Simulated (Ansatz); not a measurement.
FGeH4Si, SMILES F[SiH][GeH3]: an atomisation energy, run with the Python package of Ansatz (0.2.0).

Contents of `fgeh4si.xyz`:
```text
7

F    -0.82880   -1.78630    1.49710
Si   -0.90320   -1.09840   -0.07300
Ge    0.26940    0.88270   -0.11630
H    -0.21590   -2.04120   -1.01170
H     0.28540    1.46750   -1.55190
H    -0.33870    1.90530    0.88390
H     1.79290    0.60220    0.32620
```

`tae_fgeh4si.py`
```python
"""Energy to split FGeH4Si into its atoms."""

from collections import Counter
import logging
import sys

import ansatz as az

logging.basicConfig(stream=sys.stdout, format="%(name)s: %(message)s")
logger = logging.getLogger("calc")
logger.setLevel(logging.INFO)

BASIS_SET = "cc-pVDZ"
XC = "pbe"


def total_energy(molecule, charge=0, unpaired=0):
    calc = (
        molecule.calculation()
        .basis(gaussian=BASIS_SET)
        .functional(XC)
    )
    if charge:
        calc = calc.charge(charge)
    if unpaired:
        calc = calc.spin("collinear", total=unpaired)
    return calc.run().report["free_energy_ev"]

mol = az.Crystal.molecule_from_extxyz("fgeh4si.xyz")

# Hund ground states
unpaired = {"F": 1, "Si": 2, "Ge": 2, "H": 1}
counts = Counter(site.symbol for site in mol.cartesian_sites)
atom_energy = {s: total_energy(az.Crystal.molecule().atom(s, (0, 0, 0)), 0, unpaired[s]) for s in counts}
whole = total_energy(mol, 0, 1)
for s, e in atom_energy.items():
    logger.info(f"{s:2s} x{counts[s]}  {e:14.5f} eV")
logger.info(f"FGeH4Si: {whole:.5f} eV")
split = sum(counts[s] * e for s, e in atom_energy.items()) - whole
logger.info(f"atomisation energy (no zero-point term): {split:.3f} eV, {split / sum(counts.values()):.3f} eV an atom")
```

What does it cost to take this molecule apart into atoms?

19.602 eV from the electronic energies, without the zero-point term.

The run itself:

```console
$ python tae_fgeh4si.py
calc: F  x1     -2710.92839 eV
calc: Si x1     -7870.05275 eV
calc: Ge x1    -56506.43999 eV
calc: H  x4       -13.56836 eV
calc: FGeH4Si: -67161.29683 eV
calc: atomisation energy (no zero-point term): 19.602 eV, 2.800 eV an atom
```

Total energies depend on the basis set; only differences at equal settings carry meaning. The geometry is a force-field or estimated start, not a minimum of this method, and the basis set is short of its limit. All parts are taken at fixed geometry, without zero-point energy. The species is open-shell (spin multiplicity 2). For Al to Cl the sets with a tight d function, cc-pV(X+d)Z, are usual. This functional overbinds, so such energies come out a few per cent too high (LDA far more). Timing: 4.9 s on 1 thread of Arm Neoverse V1, on a shared host, peak memory 0.2 GiB.
